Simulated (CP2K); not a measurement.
# C3H10Si (SMILES C[SiH](C)C): levels of theory compared

We compute a comparison of 4 runs (HF/3-21G, AM1, PM3, GFN2-xTB) of C3H10Si. 

Program for the calculation: CP2K 2026.2.

3 further runs of the same task are left out: 2 that didn't finish, 1 set aside as unsound or not needed.

## Step 1: Starting point

C3H10Si: 14 atoms, total charge 0, spin state singlet. SMILES: `C[SiH](C)C`. One bond was lengthened or shortened from a relaxed shape.

Bond lengths: C1–Si2 2.155 Å, Si2–C3 1.874 Å, Si2–C4 1.874 Å, C1–H5 1.093 Å, C1–H6 1.093 Å, C1–H7 1.094 Å, Si2–H8 1.494 Å, C3–H9 1.094 Å, C3–H10 1.093 Å, C3–H11 1.093 Å, C4–H12 1.093 Å, C4–H13 1.094 Å, C4–H14 1.093 Å. Some angles: C1–Si2–C3 110.3°, C1–Si2–C4 110.3°, C3–Si2–C4 110.3°, C1–Si2–H8 108.6°, C3–Si2–H8 108.6°, C4–Si2–H8 108.6°, Si2–C1–H5 111.2°, Si2–C1–H6 111.1°, Si2–C1–H7 110.9°, Si2–C3–H9 110.9°.

## Step 2: A single-point energy at HF/3-21G (run 1)

Contents of gas.inp:

```
&GLOBAL
  PROJECT gas
  RUN_TYPE ENERGY
  PRINT_LEVEL MEDIUM
&END GLOBAL
&FORCE_EVAL
  METHOD QUICKSTEP
  &DFT
    BASIS_SET_FILE_NAME ./3_21g.basis
    POTENTIAL_FILE_NAME POTENTIAL
    &QS
      METHOD GAPW
      EPS_DEFAULT 1.0E-10
    &END QS
    &MGRID
      CUTOFF 280
      REL_CUTOFF 50
      NGRIDS 4
    &END MGRID
    &POISSON
      PERIODIC NONE
      POISSON_SOLVER MULTIPOLE
    &END POISSON
    &SCF
      SCF_GUESS ATOMIC
      EPS_SCF 1.0E-07
      MAX_SCF 100
      ADDED_MOS 5
      &DIAGONALIZATION
        ALGORITHM STANDARD
      &END DIAGONALIZATION
      &MIXING
        METHOD DIRECT_P_MIXING
        ALPHA 0.4
      &END MIXING
    &END SCF
    &XC
      &XC_FUNCTIONAL NONE
      &END XC_FUNCTIONAL
      &HF
        FRACTION 1
        &SCREENING
          EPS_SCHWARZ 1.0E-10
        &END SCREENING
        &MEMORY
          MAX_MEMORY 1050
        &END MEMORY
      &END HF
    &END XC
    &PRINT
      &MOMENTS
        PERIODIC F
        REFERENCE COM
        MAX_MOMENT 1
      &END MOMENTS
      &MO ON
        ENERGIES T
        OCCUPATION_NUMBERS T
        NDIGITS 6
        &EACH
          QS_SCF 0
        &END EACH
        ADD_LAST NUMERIC
      &END MO
      &LOWDIN ON
      &END LOWDIN
      &HIRSHFELD OFF
      &END HIRSHFELD
    &END PRINT
  &END DFT
  &SUBSYS
    &CELL
      ABC 11 11.7 11
      PERIODIC NONE
    &END CELL
    &COORD
      C      4.426407     7.172078     4.329917
      Si     5.137094     5.910321     5.925283
      C      6.715294     6.609022     6.654183
      C      5.424594     4.168221     5.298783
      H      3.495106     6.786678     3.907417
      H      4.237306     8.188178     4.685217
      H      5.161606     7.230778     3.522417
      H      4.096393     5.865622     6.996783
      H      7.504894     6.658421     5.899183
      H      7.077694     5.988421     7.477583
      H      6.557694     7.619022     7.040683
      H      4.507094     3.740922     4.886583
      H      6.182794     4.157621     4.510683
      H      5.767794     3.511822     6.102383
    &END COORD
    &KIND C
      BASIS_SET 3-21G
      POTENTIAL ALL
      LEBEDEV_GRID 194
      RADIAL_GRID 100
    &END KIND
    &KIND Si
      BASIS_SET 3-21G
      POTENTIAL ALL
      LEBEDEV_GRID 194
      RADIAL_GRID 100
    &END KIND
    &KIND H
      BASIS_SET 3-21G
      POTENTIAL ALL
      LEBEDEV_GRID 194
      RADIAL_GRID 100
    &END KIND
  &END SUBSYS
&END FORCE_EVAL
```

On the command line:

```console
$ OMP_NUM_THREADS=1 cp2k.psmp -i gas.inp -o gas.out
```

What it wrote:

```text
CP2K| version string:                                       CP2K version 2026.2
[...]
 GLOBAL| Method name                                                        CP2K
[...]
 GLOBAL| Run type                                                         ENERGY
[...]
 DFT| Spin restricted Kohn-Sham (RKS) calculation                            RKS
 DFT| Multiplicity                                                             1
[...]
 DFT| Charge                                                                   0
[...]
 QS| Method:                                                                GAPW
[...]
 QS| Density cutoff [a.u.]:                                                140.0
[...]
 QS| Relative density cutoff [a.u.]:                                        25.0
[...]
                             - Atoms:                                         14
[...]
                             - Spherical basis functions:                     60
[...]
 Number of electrons:                                                         42
[...]
     1 P_Mix/Diag. 0.40E+00    1.1     0.50673062      -407.0441338766 -4.07E+02
[...]
    15 DIIS/Diag.  0.99E-07    0.4     0.00000007      -406.1916845388 -2.84E-13
  *** SCF run converged in    15 steps ***
[...]
  Overlap energy of the core charge distribution:               0.00000732383769
  Self energy of the core charge distribution:               -227.10338669057509
  Core Hamiltonian energy:                                   -176.95156378627567
  Hartree energy:                                              75.82600588980975
  Exchange-correlation energy:                                  0.00000000000000
  Hartree-Fock Exchange energy:                               -39.32767752601310
[...]
  Dipole moment [Debye]
    X=  0.5834969E+00 Y= -0.2826102E+00 Z= -0.4589744E-01  Total=      0.6499567
 ENERGY| Total FORCE_EVAL ( QS ) energy [hartree]           -406.191684538833442
[...]
```

Wall time 7.8 s (1 thread of Arm Neoverse V1, shared host); peak memory 0.69 GiB.

## Step 3: The energy at AM1 (run 2)

Contents of molecule.inp:

```
&GLOBAL
   PROJECT molecule
   RUN_TYPE ENERGY
   PRINT_LEVEL MEDIUM
&END
&FORCE_EVAL
   METHOD Quickstep
   &DFT
      &QS
         METHOD AM1
         EPS_DEFAULT 1.0E-10
         &SE
            &COULOMB
               CUTOFF [angstrom] 50
               RC_RANGE [angstrom] 0
            &END
            &EXCHANGE
               CUTOFF [angstrom] 50
               RC_RANGE [angstrom] 0
            &END
         &END
      &END
      &POISSON
         PERIODIC NONE
         POISSON_SOLVER ANALYTIC
      &END
      # self-consistent field
      &SCF
         SCF_GUESS ATOMIC
         EPS_SCF 1.0E-06
         MAX_SCF 100
         ADDED_MOS 8
         &DIAGONALIZATION
            ALGORITHM STANDARD
         &END
         &MIXING
            METHOD DIRECT_P_MIXING
            ALPHA 0.4
         &END
      &END
      # extra output
      &PRINT
         &MOMENTS
            PERIODIC F
            REFERENCE COM
            MAX_MOMENT 1
         &END
         &MO ON
            ENERGIES T
            OCCUPATION_NUMBERS T
            NDIGITS 6
            &EACH
               QS_SCF 0
            &END
            ADD_LAST NUMERIC
         &END
         &HIRSHFELD OFF
         &END
      &END
   &END
   # structure
   &SUBSYS
      # box in angstrom
      &CELL
         ABC 16 16.7 16
         PERIODIC NONE
      &END
      &COORD
         UNIT bohr
         C     -1.9832430     2.3567852    -2.3554794
         Si    -0.6402392    -0.0275900     0.6593254
         C      2.3421266     1.2927616     2.0367468
         C     -0.0969430    -3.3196819    -0.5245880
         H     -3.7431449     1.6284847    -3.1538887
         H     -2.3405902     4.2769359    -1.6840597
         H     -0.5939164     2.4677121    -3.8814332
         H     -2.6068772    -0.1120608     2.6841670
         H      3.8342543     1.3861141     0.6100036
         H      3.0269633     0.1199976     3.5927473
         H      2.0443057     3.2013850     2.7671260
         H     -1.8307667    -4.1271619    -1.3035331
         H      1.3358474    -3.3397130    -2.0138811
         H      0.5516111    -4.5600981     0.9939959
      &END
      &TOPOLOGY
         &CENTER_COORDINATES
         &END
      &END
   &END
&END
```

On the command line:

```console
$ OMP_NUM_THREADS=1 cp2k.psmp -i molecule.inp -o molecule.out
```

What it wrote:

```text
CP2K| version string:                                       CP2K version 2026.2
[...]
 GLOBAL| Method name                                                        CP2K
[...]
 GLOBAL| Run type                                                         ENERGY
[...]
                             - Atoms:                                         14
[...]
                             - Spherical basis functions:                     26
[...]
 Number of electrons:                                                         26
[...]
     1 P_Mix/Diag. 0.40E+00    0.0     0.80290304       -14.9725320712 -1.50E+01
[...]
    16 DIIS/Diag.  0.63E-07    0.0     0.00000013       -22.2739111153 -8.17E-12
  *** SCF run converged in    16 steps ***
  Core-core repulsion energy [eV]:                           1595.82522244524785
  Core Hamiltonian energy [eV]:                              -905.28877641628401
  Two-electron integral energy [eV]:                        -2593.28078275030703
  Electronic energy [eV]:                                   -2201.92916779143752
  Total energy [eV]:                                         -606.10394534618979
  Atomic reference energy [eV]:                               604.93866624584882
  Heat of formation [kcal/mol]:                               -26.87197655998774
[...]
 SE_DIPOLE| Moment [Debye]         -0.27707296       0.12474588       0.03934702
 SE_DIPOLE| Derivative [a.u.]       0.00000000       0.00000000       0.00000000
 ENERGY| Total FORCE_EVAL ( QS ) energy [hartree]            -22.273911115334748
[...]
```

It took 0.26 s on 1 thread of Arm Neoverse V1, shared host.

Run 3 isn't shown in full; the table further down has it.

## Step 4: The energy at GFN2-xTB (run 4)

Contents of molecule.xyz:

```xyz
14

C     -1.049487     1.247157    -1.246466
Si    -0.338800    -0.014600     0.348900
C      1.239400     0.684100     1.077800
C     -0.051300    -1.756700    -0.277600
H     -1.980787     0.861757    -1.668966
H     -1.238587     2.263257    -0.891166
H     -0.314287     1.305857    -2.053966
H     -1.379500    -0.059300     1.420400
H      2.029000     0.733500     0.322800
H      1.601800     0.063500     1.901200
H      1.081800     1.694100     1.464300
H     -0.968800    -2.184000    -0.689800
H      0.706900    -1.767300    -1.065700
H      0.291900    -2.413100     0.526000
```

Contents of calc.inp:

```
&GLOBAL
 PROJECT_NAME calc
 RUN_TYPE ENERGY
 PRINT_LEVEL MEDIUM
&END GLOBAL

&FORCE_EVAL
 METHOD QS
 &DFT
  &QS
   METHOD XTB
   EPS_DEFAULT 1.0E-10
   &XTB
    GFN_TYPE TBLITE
    &TBLITE
     METHOD GFN2
    &END TBLITE
    CHECK_ATOMIC_CHARGES F
   &END XTB
  &END QS
  &POISSON
   PERIODIC NONE
   POISSON_SOLVER ANALYTIC
  &END POISSON
  &SCF
   SCF_GUESS ATOMIC
   EPS_SCF 1.0E-07
   MAX_SCF 150
   ADDED_MOS 2
   &DIAGONALIZATION
    ALGORITHM STANDARD
   &END DIAGONALIZATION
   &MIXING
    METHOD DIRECT_P_MIXING
    ALPHA 0.4
   &END MIXING
  &END SCF
  # extra output
  &PRINT
   &MOMENTS
    PERIODIC F
    REFERENCE COM
    MAX_MOMENT 1
   &END MOMENTS
   &MO ON
    ENERGIES T
    OCCUPATION_NUMBERS T
    NDIGITS 6
    &EACH
     QS_SCF 0
    &END EACH
    ADD_LAST NUMERIC
   &END MO
   &HIRSHFELD OFF
   &END HIRSHFELD
  &END PRINT
 &END DFT
 &SUBSYS
  &CELL
   ABC 12 12.7 12
   PERIODIC NONE
  &END CELL
  &TOPOLOGY
   COORD_FILE_NAME molecule.xyz
   COORD_FILE_FORMAT XYZ
   &CENTER_COORDINATES
   &END CENTER_COORDINATES
  &END TOPOLOGY
 &END SUBSYS
&END FORCE_EVAL
```

On the command line:

```console
$ OMP_NUM_THREADS=1 cp2k.psmp -i calc.inp > calc.out 2>&1
```

What it wrote:

```text
CP2K| version string:                                       CP2K version 2026.2
[...]
 GLOBAL| Method name                                                        CP2K
[...]
 GLOBAL| Run type                                                         ENERGY
[...]
                             - Atoms:                                         14
[...]
                             - Spherical basis functions:                     31
[...]
 Number of electrons:                                                         26
[...]
  *** SCF run converged in    19 steps ***
[...]
  Fermi energy:                                                -0.19904408846053
[...]
 TB_DIPOLE| Moment [Debye]          0.01152254      -0.23926651       0.41970532
 TB_DIPOLE| Derivative [a.u.]       0.00000000       0.00000000       0.00000000
[...]
 ENERGY| Total FORCE_EVAL ( QS ) energy [hartree]            -13.215341082413939
[...]
```

Run time: 0.28 s. Hardware: 1 thread of Arm Neoverse V1, shared host.

## Step 5: The series

```
run     level  scheme  SCF convergence threshold  energy (Eh)  dipole moment (D)  HOMO energy (eV)  LUMO energy (eV)  wall time
  1  HF/3-21G    GAPW                      1e-07  -406.191685               0.65            -10.70              5.73      7.8 s
  2       AM1       –                      1e-06   -22.273911               0.31            -10.54              1.24     0.26 s
  3       PM3       –                      1e-06   -21.422968               0.40            -10.12              0.66     0.26 s
  4  GFN2-xTB       –                      1e-07   -13.215341               0.48            -10.35             -4.52     0.28 s
```

## Step 6: Outcome

| quantity | value |
| --- | --- |
| run 4: total energy | -13.21534 Eh |
| run 4: dipole moment (from atomic charges alone) | 0.48 D |
| run 4: HOMO energy | -10.35 eV |
| run 4: LUMO energy | -4.52 eV |
| run 4: HOMO–LUMO gap | 5.83 eV |

What this shows: The dipole moment (its size) runs from 0.31 D (AM1) to 0.65 D (HF/3-21G). The two ends differ in method and basis and Hamiltonian. Some of these are taken from atomic charges alone. The HOMO–LUMO gap runs from 5.83 eV (GFN2-xTB) to 16.43 eV (HF/3-21G). Force-field and semi-empirical energies have zeros of their own, so their totals don't compare. All runs together took 8.6 s, the longest 7.8 s.
